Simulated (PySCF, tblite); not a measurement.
# C₄H₁₃P₂S+: geometry, infrared bands and NMR shifts

Wanted: the infrared bands and NMR shifts of C₄H₁₃P₂S+ (`CSCP[PH+](C)C`), by calculation.

Programs: tblite 0.8.0 and PySCF 2.14.0, with density-fitted response routines of our own. Each step states its level of theory. These are calculated values for one molecule in the gas phase, unless marked as measured. Atoms count from 0, in the outputs and in this text.

## Step 1: The starting structure

20 atoms, charge 1, multiplicity 1; geometry from: force field or distance geometry start.

Bonds of the start (Å): C0–S1 1.81, S1–C2 1.78, C2–P3 1.87, P3–P4 2.15, P4–C5 1.83, P4–C6 1.79, C0–H7 1.11, C0–H8 1.12, C0–H9 1.11, C2–H10 1.10, C2–H11 1.13, P3–H12 1.45, P4–H13 1.40, C5–H14 1.11, C5–H15 1.09, C5–H16 1.12, C6–H17 1.13, C6–H18 1.13, C6–H19 1.11.

## Step 2: Relaxing the molecule with GFN2-xTB

The job: settings as JSON, then the geometry in Å.

```
{"job": {"kind": "relax", "xc": "GFN2-xTB", "basis": "xTB"}, "charge": 1, "multiplicity": 1}
C      3.798500    -0.612800     0.026800
S      2.026700    -0.439000     0.355200
C      1.245700     0.914300    -0.504100
P     -0.195000     1.473800     0.554900
P     -1.945000     0.415100    -0.096900
C     -1.373900    -0.863500    -1.267300
C     -2.843200    -0.392100     1.220800
H      4.019100    -1.376100    -0.749100
H      4.385400    -0.941100     0.921700
H      4.263100     0.324000    -0.334000
H      1.933900     1.742300    -0.715800
H      0.822600     0.534800    -1.476500
H     -0.388600     2.897200     0.326000
H     -2.767100     1.294500    -0.810800
H     -2.095200    -1.702600    -1.231900
H     -1.354600    -0.378500    -2.248200
H     -0.356800    -1.149200    -0.901200
H     -2.229900    -1.182400     1.738600
H     -3.211000     0.320200     2.012200
H     -3.739800    -0.868200     0.767000
```

Run with:

```bash
$ OMP_NUM_THREADS=1 python probes_run.py task.json out
```

One launch serves the whole session: the jobs run in the order shown.

**Question.** This job is followed by: GFN2-xTB harmonic vibrations, gas phase; GIAO PBE0/pcSseg-1 NMR shielding, non-relativistic, gas phase. What will the session give for the following? strongest single infrared mode (GFN2-xTB); zero-point energy (GFN2-xTB); 13C shifts against TMS (PBE0/pcSseg-1, means over atoms taken as alike); 1H shifts against TMS (PBE0/pcSseg-1, means over atoms taken as alike); 33S shifts against CS2 (PBE0/pcSseg-1); 31P shifts against H3PO4 (PBE0/pcSseg-1).

As calculated:

| quantity | value |
| --- | --- |
| strongest single infrared mode (GFN2-xTB) | 939 cm⁻¹, 133 km/mol |
| zero-point energy (GFN2-xTB) | 98.4 kcal/mol |
| 13C shifts against TMS (PBE0/pcSseg-1, means over atoms taken as alike) | 25.7, 25.6, 13.3 ppm |
| 1H shifts against TMS (PBE0/pcSseg-1, means over atoms taken as alike) | 5.47, 4.54, 3.13, 2.66, 2.46 ppm |
| 33S shifts against CS2 (PBE0/pcSseg-1) | -36 ppm |
| 31P shifts against H3PO4 (PBE0/pcSseg-1) | -38.1, -120.9 ppm |

In words: Over 179 steps the energy fell by 1.257 eV; of the close pairs, P3–H12 changed most, 1.455 to 1.407 Å. All 54 modes are real, so the xTB geometry is a minimum. The strongest single mode, at 939 cm⁻¹, is spread over many atoms; the largest shares are those of H13, H16. GFN2-xTB is a fitted tight-binding method: band positions and strengths are rough. Its intensities can rank the bands wrongly. At PBE0/pcSseg-1: The widest tensor belongs to S1: span 393 ppm, with a paramagnetic part of -522 ppm.
